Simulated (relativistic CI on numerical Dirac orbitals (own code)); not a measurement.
# Hf²⁺: N6,7 absorption multiplets

Wanted: the shape of the N6,7 absorption spectrum of Hf²⁺ in 3 surroundings, from the same atomic integrals.

Method: Dirac-Coulomb-Breit CI, KLI orbitals optimised for each configuration, model QED (radiative potential, 1s self-energy scaled to tabulated hydrogen-like ionisation energies), valence Slater integrals scaled by 0.8, multiplet model of core-to-valence dipole absorption. Code: relativistic CI on numerical Dirac orbitals (own code) version 1.

**1. The atom as given**

```
ion                                            : Hf²⁺ (Hf III)
nuclear charge                                 : 72
electrons                                      : 70
configurations                                 : [Xe] 4f14 5d2 → [Xe] 4f13 5d3
magnetising field for the dichroism, Lz and Sz : exchange field 10 meV on Sz; these come from the lowest magnetised state alone (0 K)
temperature of the isotropic spectrum          : 10 K
widths                                         : Lorentz 0.3 eV, Gauss 0.3 eV
surrounding 1                                  : free ion
surrounding 2                                  : Oh, 10Dq = 5500 cm⁻¹
surrounding 3                                  : Oh, 10Dq = 54150 cm⁻¹
```

**2. Surrounding 1: free ion**

Settings of the run:

```ini
atom Hf  Z=72  charge=2  electrons=70
nucleus A=180  rms_radius_fm=5.3470
hamiltonian dirac-coulomb  breit=on  qed=on  c_scale=1
orbitals kli  potential=per-configuration
slater_scale 0.8
correlation none
mixing on
configurations
  [Xe] 4f14 5d2
  [Xe] 4f13 5d3
end
absorption N6,7 T=10 lorentz=0.3 gauss=0.3
crystal_field free
```

**3. Surrounding 2: Oh, 10Dq = 5500**

Settings: those of step 2 with these lines changed.

```diff
@@ -12,2 +12,2 @@
 absorption N6,7 T=10 lorentz=0.3 gauss=0.3
-crystal_field free
+crystal_field Oh 10Dq=5500
```

**4. Surrounding 3: Oh, 10Dq = 54150**

Settings: those of step 3 with these lines changed.

```diff
@@ -12,2 +12,2 @@
 absorption N6,7 T=10 lorentz=0.3 gauss=0.3
-crystal_field Oh 10Dq=5500
+crystal_field Oh 10Dq=54150
```

(Steps that only read results are left out.)

Q: Predict the outcome of this session. Wanted: highest peak, first run; ground spin; core spin-orbit splitting.

**Answer**, as computed:

| surrounding | ground S | Lz (0 K) | Sz (0 K) | centroid (eV) | share of the lower edge | up to four highest peaks (% of the highest), eV |
| --- | --- | --- | --- | --- | --- | --- |
| 1: free | 0.97 | 2.66 | -0.66 | 16.25 | - | 16.1 (96), 17.0 (100) |
| 2: Oh | 0.98 | 0.84 | -0.38 | 16.36 | - | 13.7 (9), 15.6 (56), 16.8 (100) |
| 3: Oh | 0.99 | 1.18 | -0.97 | 17.07 | - | 12.9 (94), 14.0 (64), 19.7 (100), 20.6 (88) |

| quantity | value |
| --- | --- |
| highest peak, first run | 17.0 eV |
| ground spin (effective S from ⟨S²⟩) | 0.97 |
| core spin-orbit splitting (without Breit) | 1.82 eV |

**Reading.** The position of the maximum differs by up to 2.9 eV between the surroundings, by shifts of peaks or by peaks exchanging rank. Edge positions are free-ion values and differ from those in solids by a few eV or more.
